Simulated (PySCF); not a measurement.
# C5H6F2: electronic excitations and core binding energies

What electronic excitations and core binding energies should C5H6F2 (`CC#CCC(F)F`) show?

Programs: PySCF 2.14.0, with density-fitted response routines of our own. Each step states its level of theory. These are calculated values for one molecule in the gas phase, unless marked as measured. Atoms are numbered from 0 throughout.

### Step 1. Starting geometry

13 atoms, charge 0, multiplicity 1; geometry from: GFN2-xTB.

Bonds of the start (Å): C0–C1 1.45, C1–C2 1.20, C2–C3 1.45, C3–C4 1.52, C4–F5 1.35, C4–F6 1.36, C0–H7 1.09, C0–H8 1.09, C0–H9 1.09, C3–H10 1.09, C3–H11 1.09, C4–H12 1.10.

### Step 2. TDDFT and polarisability: CAM-B3LYP/def2-SVPD

Job settings and geometry (Å):

```
{"job": {"kind": "uv", "xc": "CAM-B3LYP", "basis": "def2-SVPD", "nstates": 8, "ntriplets": 3}, "charge": 0, "multiplicity": 1}
C      2.720149     0.220190     0.146108
C      1.290995     0.018647     0.220934
C      0.107575    -0.149952     0.300309
C     -1.328045    -0.349868     0.361431
C     -1.993136     0.115802    -0.928681
F     -1.737991    -0.738488    -1.948143
F     -3.343359     0.134174    -0.785081
H      3.034726     0.251253    -0.896427
H      3.237798    -0.596694     0.647701
H      2.991369     1.159864     0.626366
H     -1.754477     0.223942     1.188717
H     -1.556380    -1.409333     0.508262
H     -1.673612     1.120948    -1.245143
```

Level: TDDFT CAM-B3LYP/def2-SVPD, vertical, gas phase, core orbitals frozen in the response.

The run is started by

```sh
OMP_NUM_THREADS=1 python probes_run.py task.json out
```

The driver reads the jobs from task.json and runs them one after another.

The program printed:

```text
coarse grid: 11328 points
cycle   1  E = -393.1767951995  dE =  1.019e+00  |g| = 7.157e-01  |ddm| = 9.841e+00
cycle   2  E = -393.1540082912  dE =  2.279e-02  |g| = 8.679e-01  |ddm| = 3.447e+00
cycle   3  E = -393.2765916012  dE = -1.226e-01  |g| = 7.088e-02  |ddm| = 8.980e-01
cycle   4  E = -393.2772966896  dE = -7.051e-04  |g| = 3.964e-02  |ddm| = 1.787e-01
cycle   5  E = -393.2776160297  dE = -3.193e-04  |g| = 1.558e-02  |ddm| = 1.023e-01
cycle   6  E = -393.2776717319  dE = -5.570e-05  |g| = 2.975e-03  |ddm| = 3.749e-02
cycle   7  E = -393.2776739213  dE = -2.189e-06  |g| = 3.286e-04  |ddm| = 1.235e-02
final grid: 111480 points
cycle   8  E = -393.3425874974  dE = -3.032e-05  |g| = 4.084e-03  |ddm| = 1.162e-01
cycle   9  E = -393.3425872481  dE =  2.493e-07  |g| = 4.568e-03  |ddm| = 1.364e-02
cycle  10  E = -393.3425907787  dE = -3.531e-06  |g| = 3.956e-04  |ddm| = 4.715e-03
cycle  11  E = -393.3425908072  dE = -2.847e-08  |g| = 1.357e-04  |ddm| = 9.427e-04
cycle  12  E = -393.3425908112  dE = -3.958e-09  |g| = 4.525e-05  |ddm| = 3.919e-04
cycle  13  E = -393.3425908116  dE = -4.799e-10  |g| = 1.468e-05  |ddm| = 9.246e-05
converged SCF energy = -393.3425908116

Static polarisability (au): isotropic 61.565, principal 48.682 50.674 85.339

Singlet excitations
state   eV       nm        f      main configurations
  1   6.6514    186.4   0.00012   H->L+3 0.53, H->L+1 0.11, H-1->L+4 0.09
  2   6.9435    178.6   0.00260   H->L+4 0.35, H-1->L+3 0.35
  3   6.9976    177.2   0.00202   H-1->L+4 0.62, H->L+3 0.10
  4   7.0953    174.7   0.00837   H->L 0.85
  5   7.1859    172.5   0.01302   H-1->L 0.87
  6   8.1403    152.3   0.00246   H->L+1 0.69, H->L+3 0.13, H->L+2 0.10
  7   8.2109    151.0   0.02616   H-1->L+1 0.77, H-1->L+3 0.08
  8   8.5186    145.5   0.00644   H->L+2 0.66, H-1->L+2 0.13, H->L+1 0.09

Triplet excitations (Tamm-Dancoff, eV): 5.5634 6.0491 6.0712
```

Wall time 58 s (1 thread of Arm Neoverse N1, shared host); peak memory 0.84 GiB.

Frontier orbitals and where they lie:

| orbital | eV | atoms |
| --- | --- | --- |
| HOMO−3 | -12.97 | F5 50 %, F6 35 %, C3 7 % |
| HOMO−2 | -11.55 | F5 24 %, F6 23 %, C4 20 % |
| HOMO−1 | -9.08 | C2 37 %, C1 36 %, C0 8 % |
| HOMO | -9.01 | C2 38 %, C1 37 %, C0 8 % |
| LUMO | 1.16 | C0 25 %, C1 19 %, C2 13 % |
| LUMO+1 | 1.68 | C0 17 %, C4 14 %, C3 13 % |
| LUMO+2 | 2.12 | H11 19 %, H12 18 %, C4 13 % |

With each of the 8 states as a Gaussian band of 0.4 eV half-width at 1/e, the curve within the window shown has maxima at 175 nm (ε 1,000), 151 nm (ε 1,300) L/(mol cm). Beyond the last state computed it falls off for lack of states. The curve at chosen wavelengths:

nm, ε (L/mol/cm) and a bar:
```
      141        260 ######
      144        607 ##############
      146        895 #####################
      149       1241 ############################
      151       1308 ##############################
      154       1116 ##########################
      156        870 ####################
      159        526 ############
      161        397 #########
      164        400 #########
      167        587 #############
      169        752 #################
      172        954 ######################
      174       1011 #######################
      177        957 ######################
      179        845 ###################
      182        622 ##############
      185        402 #########
      187        282 ######
      190        152 ###
      192         96 ##
      195         45 #
      197         26 #
      200         11 
      202          6 
      205          2
```

Ground-state properties from the same run:

| property | computed |
| --- | --- |
| dipole moment (D) | 2.69 |
| polarisability (Å³) | 9.12 |
| HOMO–LUMO gap (eV) | 10.17 |
| −ε(HOMO) (eV) | 9.01 |

### Step 3. Core-electron binding energies: SCAN, X2C

Settings changed since step 2:

```diff
@@ -1,2 +1,2 @@
-{"job": {"kind": "uv", "xc": "CAM-B3LYP", "basis": "def2-SVPD", "nstates": 8, "ntriplets": 3}, "charge": 0, "multiplicity": 1}
+{"job": {"kind": "xps"}, "charge": 0, "multiplicity": 1}
 C      2.720149     0.220190     0.146108
```

With the program's defaults for keys left out, this is: delta-SCF UKS SCAN, pcX-2 on the ionised atom, pcseg-1 elsewhere, spin-free X2C.

The program printed:

```text
ground state, core basis on atom 0 (C), 159 functions
  cycle   1  E = -393.70379968  |g| = 7.09e-01
  cycle   2  E = -393.59322824  |g| = 1.08e+00
  cycle   3  E = -393.79858663  |g| = 1.67e-01
  cycle   4  E = -393.80313189  |g| = 9.05e-02
  cycle   5  E = -393.80496651  |g| = 3.46e-02
  cycle   6  E = -393.80526315  |g| = 5.23e-03
  cycle   7  E = -393.80526926  |g| = 1.50e-03
  cycle   8  E = -393.80526848  |g| = 6.64e-04
  cycle   9  E = -393.80527059  |g| = 2.91e-04
  E(ground) = -393.80666821 Eh
hole in C 1s of atom 0
  cycle   1  E = -382.53627948  |g| = 1.50e+00
  cycle   2  E = -381.92522120  |g| = 1.74e+00
  cycle   3  E = -382.88668318  |g| = 6.32e-01
  cycle   4  E = -382.97334189  |g| = 4.65e-01
  cycle   5  E = -383.08534974  |g| = 5.84e-02
  cycle   6  E = -383.08658986  |g| = 2.49e-02
  cycle   7  E = -383.08687846  |g| = 8.73e-03
  cycle   8  E = -383.08691316  |g| = 5.73e-03
  cycle   9  E = -383.08693621  |g| = 2.31e-03
  cycle  10  E = -383.08694892  |g| = 1.81e-03
  cycle  11  E = -383.08695778  |g| = 1.15e-03
  cycle  12  E = -383.08696301  |g| = 9.00e-04
  cycle  13  E = -383.08696511  |g| = 4.84e-04
  E(ion) = -383.08812407 Eh   <S^2> = 0.7702   hole on atom = 1.000   binding energy = 291.666 eV
ground state, core basis on atom 1 (C), 159 functions
  cycle   1  E = -393.81072152  |g| = 6.03e-02
  cycle   2  E = -393.81039698  |g| = 4.36e-02
  cycle   3  E = -393.81019810  |g| = 5.15e-02
  cycle   4  E = -393.81083111  |g| = 1.15e-02
  cycle   5  E = -393.81086706  |g| = 4.23e-04
  cycle   6  E = -393.81086725  |g| = 1.43e-04
  E(ground) = -393.81345160 Eh
hole in C 1s of atom 1
  cycle   1  E = -382.56619623  |g| = 1.51e+00
  cycle   2  E = -381.20332826  |g| = 2.12e+00
  cycle   3  E = -382.96080575  |g| = 6.10e-01
  cycle   4  E = -383.07656224  |g| = 3.60e-01
  cycle   5  E = -383.12705239  |g| = 1.56e-01
  cycle   6  E = -383.13915484  |g| = 4.77e-02
  cycle   7  E = -383.14019667  |g| = 1.69e-02
  cycle   8  E = -383.14044707  |g| = 1.13e-02
  cycle   9  E = -383.14063195  |g| = 6.37e-03
  cycle  10  E = -383.14075702  |g| = 3.66e-03
  cycle  11  E = -383.14077494  |g| = 2.56e-03
  cycle  12  E = -383.14077897  |g| = 1.12e-03
  cycle  13  E = -383.14078007  |g| = 4.27e-04
  E(ion) = -383.14259858 Eh   <S^2> = 0.8366   hole on atom = 1.000   binding energy = 290.369 eV
ground state, core basis on atom 2 (C), 159 functions
  cycle   1  E = -393.81094586  |g| = 6.46e-02
  cycle   2  E = -393.80948977  |g| = 8.23e-02
  cycle   3  E = -393.81060629  |g| = 4.85e-02
  cycle   4  E = -393.81119583  |g| = 7.93e-03
  cycle   5  E = -393.81121143  |g| = 1.12e-03
  cycle   6  E = -393.81121089  |g| = 2.83e-04
  E(ground) = -393.81383903 Eh
hole in C 1s of atom 2
  cycle   1  E = -382.57108047  |g| = 1.52e+00
  cycle   2  E = -381.47586665  |g| = 2.02e+00
  cycle   3  E = -382.90938861  |g| = 7.09e-01
  cycle   4  E = -383.06594049  |g| = 3.87e-01
  cycle   5  E = -383.13708201  |g| = 1.10e-01
  cycle   6  E = -383.14380578  |g| = 2.89e-02
  cycle   7  E = -383.14434024  |g| = 1.38e-02
  cycle   8  E = -383.14456576  |g| = 1.00e-02
  cycle   9  E = -383.14470118  |g| = 6.16e-03
  cycle  10  E = -383.14480444  |g| = 2.74e-03
  cycle  11  E = -383.14481691  |g| = 1.47e-03
  cycle  12  E = -383.14481824  |g| = 6.71e-04
  cycle  13  E = -383.14481796  |g| = 2.96e-04
  E(ion) = -383.14660838 Eh   <S^2> = 0.8300   hole on atom = 1.000   binding energy = 290.270 eV
ground state, core basis on atom 3 (C), 159 functions
  cycle   1  E = -393.80693215  |g| = 6.07e-02
  cycle   2  E = -393.80628479  |g| = 5.61e-02
  cycle   3  E = -393.80633931  |g| = 5.38e-02
  cycle   4  E = -393.80706831  |g| = 1.01e-02
  cycle   5  E = -393.80709429  |g| = 6.33e-04
  cycle   6  E = -393.80709422  |g| = 2.83e-04
  E(ground) = -393.80893951 Eh
hole in C 1s of atom 3
  cycle   1  E = -382.51980795  |g| = 1.51e+00
  cycle   2  E = -381.62614921  |g| = 1.95e+00
  cycle   3  E = -382.86509998  |g| = 6.70e-01
  cycle   4  E = -382.96614001  |g| = 4.64e-01
  cycle   5  E = -383.07318075  |g| = 9.99e-02
  cycle   6  E = -383.07669349  |g| = 4.67e-02
  cycle   7  E = -383.07745150  |g| = 9.93e-03
  cycle   8  E = -383.07750553  |g| = 5.21e-03
  cycle   9  E = -383.07753266  |g| = 2.42e-03
  cycle  10  E = -383.07754544  |g| = 2.02e-03
  cycle  11  E = -383.07755540  |g| = 1.32e-03
  cycle  12  E = -383.07756146  |g| = 9.71e-04
  cycle  13  E = -383.07756632  |g| = 5.35e-04
  cycle  14  E = -383.07756647  |g| = 2.40e-04
  E(ion) = -383.07940726 Eh   <S^2> = 0.7719   hole on atom = 1.000   binding energy = 291.965 eV
ground state, core basis on atom 4 (C), 159 functions
  cycle   1  E = -393.81412252  |g| = 6.00e-02
  cycle   2  E = -393.81406814  |g| = 2.89e-02
  cycle   3  E = -393.81407506  |g| = 2.91e-02
  cycle   4  E = -393.81421577  |g| = 4.28e-03
  cycle   5  E = -393.81421921  |g| = 1.97e-03
  cycle   6  E = -393.81422171  |g| = 5.36e-04
  cycle   7  E = -393.81422125  |g| = 3.91e-05
  E(ground) = -393.81559447 Eh
hole in C 1s of atom 4
  cycle   1  E = -382.40335561  |g| = 1.50e+00
  cycle   2  E = -375.59146647  |g| = 3.33e+00
  cycle   3  E = -382.16301703  |g| = 1.29e+00
  cycle   4  E = -382.83940490  |g| = 5.33e-01
  cycle   5  E = -382.92522338  |g| = 2.62e-01
  cycle   6  E = -382.94367262  |g| = 1.05e-01
  cycle   7  E = -382.94748767  |g| = 3.75e-02
  cycle   8  E = -382.94790197  |g| = 1.42e-02
  cycle   9  E = -382.94798032  |g| = 7.90e-03
  cycle  10  E = -382.94801044  |g| = 2.91e-03
  cycle  11  E = -382.94801590  |g| = 1.34e-03
  cycle  12  E = -382.94801794  |g| = 5.66e-04
  cycle  13  E = -382.94801912  |g| = 2.78e-04
  E(ion) = -382.95165487 Eh   <S^2> = 0.7733   hole on atom = 1.000   binding energy = 295.623 eV
ground state, core basis on atom 5 (F), 159 functions
  cycle   1  E = -393.85084530  |g| = 1.18e-01
  cycle   2  E = -393.85048963  |g| = 6.35e-02
  cycle   3  E = -393.85046177  |g| = 6.51e-02
  cycle   4  E = -393.85103345  |g| = 8.88e-03
  cycle   5  E = -393.85104919  |g| = 2.59e-03
  cycle   6  E = -393.85105204  |g| = 4.47e-04
  E(ground) = -393.85437562 Eh
hole in F 1s of atom 5
  cycle   1  E = -367.48831327  |g| = 2.58e+00
  cycle   2  E = -365.83060693  |g| = 2.57e+00
  cycle   3  E = -367.61332269  |g| = 1.17e+00
  cycle   4  E = -368.29831995  |g| = 4.22e-01
  cycle   5  E = -368.27109192  |g| = 4.38e-01
  cycle   6  E = -368.36843860  |g| = 1.02e-01
  cycle   7  E = -368.37317628  |g| = 2.28e-02
  cycle   8  E = -368.37335031  |g| = 9.77e-03
  cycle   9  E = -368.37338222  |g| = 3.76e-03
  cycle  10  E = -368.37338704  |g| = 9.26e-04
  cycle  11  E = -368.37338726  |g| = 1.38e-04
  E(ion) = -368.38347849 Eh   <S^2> = 0.7569   hole on atom = 1.000   binding energy = 693.098 eV
```

Run time: 2.2 min. Hardware: 1 thread of Arm Neoverse N1, shared host; peak memory 0.58 GiB.

Binding energies by hole, beside the orbital energy of the ground state; the difference holds orbital relaxation and, for a density functional, its self-interaction error:

| hole | stands for | environment | ΔSCF (eV) | −ε (eV) | ⟨S²⟩ |
| --- | --- | --- | --- | --- | --- |
| C1s on C0 | C0 | propargylic methyl carbon | 291.67 | 274.3 | 0.770 |
| C1s on C1 | C1 | alkyne carbon | 290.37 | 273.6 | 0.837 |
| C1s on C2 | C2 | alkyne carbon | 290.27 | 273.5 | 0.830 |
| C1s on C3 | C3 | propargylic sp3 CH2 | 291.97 | 274.8 | 0.772 |
| C1s on C4 | C4 | sp3 CH bonded to 2 F | 295.62 | 278.1 | 0.773 |
| F1s on F5 | F5, F6 | fluorine of a CF2 group | 693.10 | 667.0 | 0.757 |

Each hole run stands for the others of its class of like atoms.

### Step 4. Outcome

| quantity | value |
| --- | --- |
| lowest singlet (CAM-B3LYP/def2-SVPD) | 6.65 eV (186 nm), f = 0.000 |
| brightest single state of those computed | state 7, 8.21 eV, f = 0.026 |
| lowest triplet | 5.56 eV |
| C1s binding energies, SCAN/pcX-2 | C4 295.62, C3 291.97, C0 291.67, C1 290.37, C2 290.27 eV |
| F1s binding energies, SCAN/pcX-2 | F5 693.10 eV |

In words: The lowest singlet, at 6.65 eV, is HOMO→LUMO+3 0.53, HOMO→LUMO+1 0.11 and is dark; of the 8 states computed, the strongest absorption comes from state 7 at 8.21 eV. The lowest triplet lies 1.09 eV below the lowest singlet (triplets in Tamm-Dancoff, singlets in full TDDFT). The C1s levels kept as sound span 5.35 eV, from C2 (alkyne carbon) up to C4 (sp3 CH bonded to 2 F).
